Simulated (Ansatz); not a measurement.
# C₂HBCl₂: small, medium and large basis sets

The task here is to estimate one member of a computed series from the others.

The runs use Ansatz 0.2.0, Gaussian basis; one geometry, several basis sets.

The runs, in order: PBE0-D4/def2-SVP; ωB97M-V/def2-SVP; PBE0-D4/def2-QZVPP; ωB97M-V/def2-QZVPP; the functionals' def2-TZVPP values are taken from earlier runs.

## The geometry

All runs share one geometry, relaxed beforehand with PBE0-D4 in a triple-zeta def2 set.

SMILES `C#CB(Cl)Cl`, 6 atoms, charge 0, spin multiplicity 1.

Atoms are counted from 1 here; the program's logs count them from 0.

Bond lengths: C1–C2 1.206 Å, C1–H6 1.066 Å, C2–B3 1.506 Å, B3–Cl4 1.742 Å, B3–Cl5 1.742 Å. Angles: C2–C1–H6 180.0°, C1–C2–B3 180.0°, C2–B3–Cl4 120.2°, C2–B3–Cl5 120.2°, Cl4–B3–Cl5 119.6°.

Set-up of the first run:

File in.yaml:

```yaml
crystal:
  periodic: [false, false, false]
  atoms:
    - {symbol: C, position_ang: [-1.021995, 0.288042, 1.274617]}
    - {symbol: C, position_ang: [-0.279691, 0.072561, 0.349529]}
    - {symbol: B, position_ang: [0.647786, -0.196681, -0.806273]}
    - {symbol: Cl, position_ang: [0.825421, -1.813925, -1.428405]}
    - {symbol: Cl, position_ang: [1.548872, 1.107420, -1.528382]}
    - {symbol: H, position_ang: [-1.678393, 0.478581, 2.092613]}
basis:
  gaussian: {orbitals: def2-SVP}
hamiltonian: {xc: pbe0, dispersion: d4}
output: {orbitals: {seedname: orbitals}}
```

Launch:

```bash
$ ansatz run in.yaml --threads 4 --pin off --events-out ev --progress --plain --max-ram 10444MiB
```

Among the steps run: PBE0-D4 in def2-SVP; ωB97M-V in def2-SVP; PBE0-D4 in def2-QZVPP; ωB97M-V in def2-QZVPP.

One of the session's tables, all rows but one given; the rest of the session is left out.

It belongs to the step «Density functionals: the series». 

| functional | basis | HOMO (eV) | LUMO (eV) |
| --- | --- | --- | --- |
| PBE0-D4 | def2-SVP | ? | ? |
| PBE0-D4 | def2-TZVPP | -8.60 | -2.33 |
| PBE0-D4 | def2-QZVPP | -8.63 | -2.37 |
| ωB97M-V | def2-SVP | -10.72 | 0.00 |
| ωB97M-V | def2-TZVPP | -10.84 | -0.25 |
| ωB97M-V | def2-QZVPP | -10.87 | -0.32 |

Estimate the missing values for PBE0-D4, def2-SVP.

As computed: HOMO (eV): -8.51; LUMO (eV): -2.13. In the column «HOMO (eV)» it is the highest.
